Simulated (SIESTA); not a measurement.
**KAlO3 under changes of volume**

One of the cells (11.797 Å³/atom); the others are scaled copies at fixed shape and fractional positions:

```
K Al O
1.0
     3.89262    0.00000    0.00000
     0.00000    3.89262    0.00000
     0.00000    0.00000    3.89262
K Al O
1 1 3
Direct
  0.00000 0.00000 0.00000
  0.50000 0.50000 0.50000
  0.00000 0.50000 0.50000
  0.50000 0.00000 0.50000
  0.50000 0.50000 0.00000
```

The cell comes from a database or a generator and needn't be the stable form of this composition.

* Program: SIESTA 5.4.2
* Functional: PBEsol
* Potentials or basis: PseudoDojo 0.4 standard (PBEsol files)
* Basis: DZP (energy shift 0.003 Ry; two zetas on semicore shells; d shell added on K)
* Grid cutoff: 800 Ry
* Energy shift: 0.003 Ry
* k mesh: 7 × 7 × 7
* Occupations: fermi-dirac, width 0.05 eV
* Spin: no spin polarisation

| volume (Å³/atom) | energy over the lowest point (meV/atom) | pressure (GPa) |
| --- | --- | --- |
| 10.871 | 1.79 | 2.7 |
| 11.103 | 0.00 | -0.2 |
| 11.334 | 2.22 | -2.8 |
| 11.797 | ? | ? |
| 12.028 | 28.85 | -9.1 |
| 12.259 | 43.27 | -10.8 |

What does the run at 11.797 Å³/atom give?

Energy over the lowest point 17.03 meV/atom; pressure -7.2 GPa.

Worked out: A Birch-Murnaghan fit of order 3 (a polynomial in V^(-2/3)) to the other rows has its minimum at 11.09 Å³/atom with B0 = V·E''(V) = 133 GPa and B' = 4.3. It gives 17.00 meV/atom at 11.797 Å³/atom, against the run's 17.03, and -dE/dV = -7.3 GPa, against -7.2.

Energies are extrapolated to zero smearing.

Caveats: the basis of atomic orbitals isn't converged, which shifts pressures, moduli and gaps.
